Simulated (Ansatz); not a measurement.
# HfO (triplet): wave-function methods side by side, def2-TZVPP

An exercise on one series of results from a longer session: the logs are not shown, and one member is left open.

Method: def2-TZVPP, core rule «outside noble gas», up to 5 orbitals frozen; program: Ansatz 0.2.0, Gaussian basis.

Plan: UHF; ROHF; CCSD(T) on UHF.

2 further runs of the same task are left out: 2 set aside as unsound or not needed.

## The geometry

The geometry is a PBE0/def2-TZVP stationary point (not a proven minimum) of the parent state, kept for this charge and spin. No spin-orbit coupling is included. Elements past krypton take def2 core potentials.

2 atoms, charge 0, spin multiplicity 3.

Atoms are counted from 1 here; the program's logs count them from 0.

Bond lengths: Hf1–O2 1.721 Å.

Set-up of the first run:

in.yaml reads:

```yaml
crystal:
  periodic: [false, false, false]
  atoms:
    - {symbol: Hf, position_ang: [0.000000, 0.000000, 0.000000]}
    - {symbol: O, position_ang: [0.000000, 0.000000, 1.721133]}
basis:
  gaussian: {orbitals: def2-TZVPP}
magnetization: {spin_polarized: true, initial_magnetization: 2}
hamiltonian: {xc: hf}
output: {orbitals: {seedname: orbitals}}
```

Launch:

```bash
$ ansatz run in.yaml --threads 1 --pin off --events-out ev --progress --plain --max-ram 2560MiB --backend cpu
```

Steps of the session up to this table: UHF; ROHF; CCSD(T) on UHF.

One table of the session follows, with a row left open; its other results are not shown here.

```
  method  from UCCSD(T) (kJ/mol)
    ROHF                  +874.4
     UHF                       ?
    UMP2                   +12.4
   UCCSD                   +49.6
UCCSD(T)                       0
```

Estimate the missing values for UHF.

**Answer.** from UCCSD(T) (kJ/mol): +864.6. In the column «from UCCSD(T) (kJ/mol)» it lies between UCCSD (+49.6) and ROHF (+874.4).
